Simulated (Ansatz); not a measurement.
# NbNO3 (element-swapped structure): how the settings move a single-point run

Question: which choices in the input matter for NbNO3 (element-swapped structure)?

Method: reference: DFT PBE, plane waves, PAW, scalar-relativistic, no spin polarisation, in Ansatz 0.2.0.

### Step 1. Starting point

It takes space group R-3c (No. 167, trigonal). The conventional cell has a = 4.779 Å, b = 4.779 Å, c = 15.541 Å, α = 90.00°, β = 90.00°, γ = 120.00°. Around Nb (site symmetry -3) lie 6 O at 1.89 Å. N (site symmetry 32) has 6 O at 2.32 to 2.46 Å as nearest neighbours. Around O (site symmetry 2) lie 2 Nb at 1.89 Å.

Structure file:

```
CELL_PARAMETERS angstrom
1.94579 -4.36520 0.00000
0.00000 2.61627 -3.99952
5.86934 0.00000 0.00000
ATOMIC_POSITIONS crystal
Nb 0.00000 0.00000 0.00000
Nb 0.00000 0.50000 0.50000
N 0.50000 0.75000 0.75000
N 0.50000 0.25000 0.25000
O 0.98600 0.75000 0.75000
O 0.50000 0.23600 0.75000
O 0.01400 0.26400 0.75000
O 0.01400 0.25000 0.25000
O 0.50000 0.76400 0.25000
O 0.98600 0.73600 0.25000
```

### Step 2. Baseline

The input, input.yaml:

```yaml
crystal:
  lattice:
    - [1.945789, -4.365195, 0.0]
    - [0.0, 2.616264, -3.999527]
    - [5.869341, 0.0, 0.0]
  atoms:
    - { symbol: Nb, position: [0.0, 0.0, 0.0] }
    - { symbol: Nb, position: [0.0, 0.5, 0.5] }
    - { symbol: "N", position: [0.5, 0.75, 0.75] }
    - { symbol: "N", position: [0.5, 0.25, 0.25] }
    - { symbol: O, position: [0.986, 0.75, 0.75] }
    - { symbol: O, position: [0.5, 0.236, 0.75] }
    - { symbol: O, position: [0.014, 0.264, 0.75] }
    - { symbol: O, position: [0.014, 0.25, 0.25] }
    - { symbol: O, position: [0.5, 0.764, 0.25] }
    - { symbol: O, position: [0.986, 0.736, 0.25] }
  symmetry: { tolerance: 0.0003 }
kpoints:
  mp_grid: { grid: [5, 5, 5], shift: [0, 0, 0] }
magnetization:
  spin_polarized: false
scf:
  occupations: { method: cold, width: 0.0258 }
hamiltonian:
  pseudopotentials: { kind: paw }
  xc: pbe
basis:
  ecutwfc: 420
output:
  forces: true
  stress: true
  eigenvalues: true
```

Command:

```console
> ansatz run input.yaml --threads 1 --pin off --max-ram 2560MiB --backend cpu --events-out ev --progress --plain --runs-dir out
```

### Step 3. Again, with preconditioner ldos

input.yaml, as its differences from that of step 2:

```diff
@@ -23,2 +23,3 @@
   occupations: { method: cold, width: 0.0258 }
+  mixing: { preconditioner: ldos }
 hamiltonian:
```

### Step 4. Again, with lower_state_search off

input.yaml, as its differences from that of step 2:

```diff
@@ -23,2 +23,3 @@
   occupations: { method: cold, width: 0.0258 }
+  lower_state_search: "off"
 hamiltonian:
@@ -32 +33,5 @@
   eigenvalues: true
+  write_density: true
+  write_potential: true
+  elf: true
+  volumetric_format: npy
```

### Step 5. Variant: chi_scale 0.0, ecutrho_ratio 8

input.yaml, as its differences from that of step 2:

```diff
@@ -23,2 +23,3 @@
   occupations: { method: cold, width: 0.0258 }
+  initial_density: { chi_scale: 0.0 }
 hamiltonian:
@@ -28,2 +29,3 @@
   ecutwfc: 420
+  ecutrho_ratio: 8
 output:
```

### Step 6. Again, with ecutrho_ratio 12

input.yaml, as its differences from that of step 2:

```diff
@@ -28,2 +28,3 @@
   ecutwfc: 420
+  ecutrho_ratio: 12
 output:
```

What does the calculation give? Wanted: for each run, ending; energy change; pressure; gap; force.

**Answer**, as computed:

```
                              run     ending  energy change  pressure (GPa)  gap (eV)  force (eV/Å)  cycles   time
                        reference  converged              0            36.3      0.00          0.71       8  5.6 s
           1: preconditioner ldos  converged   0.0 meV/atom            36.3      0.00          0.71       9  6.2 s
        2: lower_state_search off  converged   0.0 meV/atom            36.3      0.00          0.71       8    7 s
3: chi_scale 0.0, ecutrho_ratio 8  converged   0.0 meV/atom            36.3      0.00          0.71      10    7 s
              4: ecutrho_ratio 12  converged   0.0 meV/atom            36.3      0.00          0.71       8  6.4 s
```

Times don't compare one to one where runs were asked for different outputs or read a saved state (see the inputs); cycles may leave out searches for a lower state.

Residual by cycle in the longest SCF loop of each run; runs are numbered as in the table. The quantity is the density residual dr2, in eV.

```
cycle  reference    run 1    run 2   run 3    run 4
    1       1.05     1.05     1.05    67.1     1.05
    2      0.236   0.0615    0.236    9.94    0.236
    3     0.0138  0.00948   0.0138    4.41   0.0138
    4    0.00415   6.1e-4  0.00415    0.25  0.00415
    5     5.1e-4   5.5e-5   5.1e-4   0.191   5.1e-4
    6     7.9e-6   1.1e-5   7.9e-6  0.0426   7.9e-6
    7     7.1e-7   3.2e-6   7.1e-7  7.9e-5   7.3e-7
    8     6.5e-9   8.3e-7   6.5e-9  8.7e-5   5.1e-9
    9          -   1.1e-8        -  5.5e-6        -
   10          -        -        -  7.8e-8        -
```

**Reading.** Of the converged runs whose energies compare with the reference's, none moves it noticeably. The cell is not at rest: the sound run finds 36 GPa, so these are no properties of the crystal at its own volume. 

Caveats on the reference run: it is run without spin, though an odd electron count or open d shells could carry moments; its mesh is coarse for a cell with so small a gap or none; the structure is made up and not relaxed.
